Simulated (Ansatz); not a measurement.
Working through a convergence test of the plane-wave cutoff of TiC, space group Fm-3m

Computed with the Python package of Ansatz (0.2.0).

The cells in order, each with its output:

**Cell 1**
```python
import csv

import ansatz
```

**Cell 2**
```python
XC = "pbesol"
MESH = (11, 11, 11)
SCF_TOL = 1e-09
```

**Cell 3**
```python
cell = (
    ansatz.Lattice.of((0.0, 2.1593, 2.1593), (2.1593, 0.0, 2.1593), (2.1593, 2.1593, 0.0))
    .atom("Ti", (0.0, 0.0, 0.0))
    .atom("C", (0.5, 0.5, 0.5))
)
```

**Cell 4**
```python
len(cell.resolved().sites)
```
Output:
```text
2
```

**Cell 5**
```python
calc = (
    cell.calculation()
    .functional(XC)
    .kpoints(mesh=MESH)
    .occupations(ansatz.OccupationsMethod.FERMI_DIRAC)
    .scf(tolerance=SCF_TOL)
    .stress()
)
```

**Cell 6**
```python
rows = []
for value in [300, 350, 400, 450, 500, 550]:
    report = calc.basis(value).run(threads=1).report
    rows.append((value, report["free_energy_ev"] / len(report["lattice"]["sites"]), report["n_iterations"], sum(report["stress_gpa"][i][i] for i in range(3)) / 3, report["n_pw"]))
```
Output:
```text
DeckWarning: basis.ecutwfc = 300 eV is below the records' recommended 420 eV, and the density's cutoff is lower with it unless basis.ecutrho_ratio is high enough to keep the records' density cutoff: compare with a run at a higher cutoff
DeckWarning: output.stress: scf.convergence.dr2_threshold = 1e-9 eV is looser than the 2e-10 eV advised for a printed stress (1e-10 eV for each atom of the cell: 2). What an SCF threshold leaves in a stress goes as its square root, and in the free energy as the threshold itself, and one threshold admits the most on a small cell: of the crystals measured, under no hybrid functional and no lock of [...]
DeckWarning: basis.ecutwfc = 350 eV is below the records' recommended 420 eV, and the density's cutoff is lower with it unless basis.ecutrho_ratio is high enough to keep the records' density cutoff: compare with a run at a higher cutoff
DeckWarning: basis.ecutwfc = 400 eV is below the records' recommended 420 eV, and the density's cutoff is lower with it unless basis.ecutrho_ratio is high enough to keep the records' density cutoff: compare with a run at a higher cutoff
```

**Cell 7**
```python
with open("ecut.csv", "w", newline="") as handle:
    writer = csv.writer(handle)
    writer.writerow(["cutoff (eV)", "F/atom (eV)", "iterations", "P (GPa)", "plane waves"])
    writer.writerows([round(v, 5) if isinstance(v, float) else v for v in row] for row in rows)

for row in rows[:-1]:
    shift = 1000 * (row[1] - rows[-1][1])
    print(f"{row[0]}: {shift:+.2f} meV/atom" + ("  (within 1 meV)" if abs(shift) < 1 else ""))
```
Output:
```text
300: +145.99 meV/atom
350: +20.58 meV/atom
400: +3.57 meV/atom
450: +0.74 meV/atom  (within 1 meV)
500: +0.21 meV/atom  (within 1 meV)
```

`ecut.csv`, as written:
```csv
cutoff (eV),F/atom (eV),iterations,P (GPa),plane waves
300,-1361.06539,6,-2.61981,259
350,-1361.1908,6,-4.33091,307
400,-1361.2078,6,-4.52406,339
450,-1361.21063,6,-4.53658,411
500,-1361.21117,6,-4.54492,531
550,-1361.21138,6,-4.54977,609
```

From 450 eV on it stays within 1 meV an atom of the value at 550 eV; the first row (300 eV) is off by 146.0 meV and the last but one by 0.21 meV. The energy falls steadily, as expected when plane waves are added. The pressure moves from -2.62 to -4.55 GPa (the program's stress holds a Pulay correction, so it settles early).

Notes:
- The run is spin-unpolarised.
- For a metal this k-point mesh is coarse: on a finer one energies can move by several to tens of meV an atom and pressures by half a GPa or more, differences at one mesh by less.
- Of the deposited cell: the entry's cell lengths or inner coordinates differ somewhat from later room-temperature determinations.
- Pressure is positive in compression.
- The starting cell is as deposited in a crystallographic database; the results hold for this polymorph, which needn't be the stable one.
- Warnings are shown shortened and without file and line.
- Shifts are counted from the last row, which is itself no proven limit.
- Run time: 6.7 s on 1 thread of Intel(R) Xeon(R) Platinum 8259CL CPU @ 2.50GHz (Skylake/Cascade Lake), with other jobs on the host, peak memory 0.39 GiB.
